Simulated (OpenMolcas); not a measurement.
**Ir²⁺ among point charges: CASSCF and CASPT2 levels and susceptibility**

Aim: the splitting of the states of Ir²⁺ in the field of 6 point charges, its lowest levels with spin-orbit coupling and its magnetic susceptibility.

The numbers are computed with OpenMolcas 26.06 (state-averaged CASSCF and CASPT2, spin-orbit coupling by RASSI with atomic mean-field integrals), except any that are marked as measured or tabulated.

**1. What is computed**

```
Species                           : Ir²⁺ (iridium, Z = 77, 75 electrons)
Basis                             : ANO-RCC-VDZP [7s6p4d2f], 59 functions
Scalar Hamiltonian                : DKH2, point nucleus
Inactive shells                   : 1s 2s 2p 3s 3p 3d 4s 4p 4d 4f 5s 5p
Active space                      : 7 electrons in 5 orbitals (5d)
Some configurations of this space : 5d7
Orbitals                          : optimised for each spin and parity, averaged over all roots
```

The outer shells:

5d7
```
5d [↑↓][↑↓][↑ ][↑ ][↑ ]
```

The ion sits among 6 point charges of -1.7 e arranged as an octahedron (Oh), 2.05 Å from the ion.

Each step is its own input file, run in one work folder so that later steps find the files of earlier ones. Labels, J, g values, rates, χT and fits are worked out afterwards by a script from the matrices that RASSI stores. The input lists half of the charges; inversion (Group=XYZ) makes the rest.

**2. GATEWAY and SEWARD: basis and integrals**

The input, a.inp:

```
&GATEWAY
Coord
1

Ir 0.0 0.0 0.0
Basis=ANO-RCC-VDZP
Group=XYZ
NoMove
AngMom=0.0 0.0 0.0
AMFI
XField
3 Angstrom 0
2.050000 0.000000 0.000000 -1.700000
0.000000 2.050000 0.000000 -1.700000
0.000000 0.000000 2.050000 -1.700000
&SEWARD
```

**3. CASSCF: quartets of even parity, 10 roots**

The input, a.inp:

```
&RASSCF
FileOrb=start.orb
Symmetry=1
Spin=4
nActEl=7 0 0
Inactive=15 19
Ras2=5 0
CIRoot=10 10 1
SDav=10
CIMx=300
Iter=120 100
PrWF=0.3
OrbListing=Nothing
MaxOrb=0
>>> COPY $Project.JobIph JOB001
```

start.orb holds the contracted functions of the basis, ordered by shell, or the orbitals of the step before.

**4. CASSCF: doublets of even parity, 40 roots**

The input, a.inp:

```
&RASSCF
FileOrb=start.orb
Symmetry=1
Spin=2
nActEl=7 0 0
Inactive=15 19
Ras2=5 0
CIRoot=40 40 1
SDav=40
CIMx=300
Iter=120 100
PrWF=0.3
OrbListing=Nothing
MaxOrb=0
>>> COPY $Project.JobIph JOB002
```

**5. RASSI: spin-orbit coupling between the states**

The input, a.inp:

```
&RASSI
NrOfJobIphs=2 10 40
1 2 3 4 5 6 7 8 9 10
1 2 3 4 5 6 7 8 9 10 11 12 13 14 15 16 17 18 19 20 21 22 23 24 25 26 27
28 29 30 31 32 33 34 35 36 37 38 39 40
IphNames
JOB001
JOB002
EJob
SpinOrbit
DIPRint=1.0
SOCoupling=1000.0
Subsets=2
Property=9
'ANGMOM' 1 'ANGMOM' 2 'ANGMOM' 3 'MLTPL  1' 1 'MLTPL  1' 2 'MLTPL  1' 3
'AMFI' 1 'AMFI' 2 'AMFI' 3
SOProperty=3
'ANGMOM' 1 'ANGMOM' 2 'ANGMOM' 3
```

**6. CASPT2: IPEA 0.25, imaginary shift 0.1 (closed shells correlated: 5s 5p)**

The input, a.inp:

```
>>> COPY JOB001 $Project.JobIph
&CASPT2
Multistate=10 1 2 3 4 5 6 7 8 9 10
NoMult
Frozen=14 16
IPEA=0.25
Imaginary=0.1
MaxIter=60
WThr=0.0 0.3 0.05
PrWF=0.5
NoMix
>>> COPY JOB002 $Project.JobIph
&CASPT2
Multistate=40 1 2 3 4 5 6 7 8 9 10 11 12 13 14 15 16 17 18 19 20 21 22
23 24 25 26 27 28 29 30 31 32 33 34 35 36 37 38 39 40
NoMult
Frozen=14 16
IPEA=0.25
Imaginary=0.1
MaxIter=60
WThr=0.0 0.3 0.05
PrWF=0.5
NoMix
```

(Steps that only read results are left out.)

What does the calculation give? Wanted: spin-free ground state; first state of the same spin within the active space; lowest level; next level.

**Answer**, as computed:

```
                                            quantity                                                                        value
                                              method  SS-CASPT2, IPEA 0.25, imaginary shift 0.1 (closed shells correlated: 5s 5p)
                              spin-free ground state                                              4T1, 3-fold in its orbital part
first state of the same spin within the active space                                                            4T2 at 12400 cm⁻¹
                                        lowest level                                              2-fold Γ6, g = 4.75, 4.75, 4.75
                                          next level                                                                   474.4 cm⁻¹
                                         χT at 300 K                                                               3.22 cm³ K/mol
                           effective moment at 300 K                                                                      5.07 μB
```

Cost by method:

| method | time of its own steps | time with the reference |
| --- | --- | --- |
| A. CASSCF | 6.9 s | 6.9 s |
| B. SS-CASPT2, IPEA 0.25, imaginary shift 0.1, +5s 5p | 2.5 s | 9.4 s |

Times are of one thread on a shared host.

The spin-free ground state (4T1) comes to 94 % from free-ion F terms and keeps the highest spin of the shell. χT at 300 K is 3.22, against 1.88 cm³ K/mol for the spin alone, so orbital moment adds to it. An active space of the d shell alone favours high spin; real ions in strong fields can be low spin. A ligand-field fit to the states below 45000 cm-1 gives 10Dq = 12628 cm-1, B = 660 cm-1 and C = 3135 cm-1 (C/B = 4.75), with a deviation of 519 cm-1. CASPT2 does not keep the components of a term degenerate, and the means are used. The field of point charges can differ much from that of real complexes. With metal d orbitals alone active, the gaps between spin states are rough; where two lie within a few thousand cm-1, their order is open. This is an electrostatic model: the charges have no orbitals.
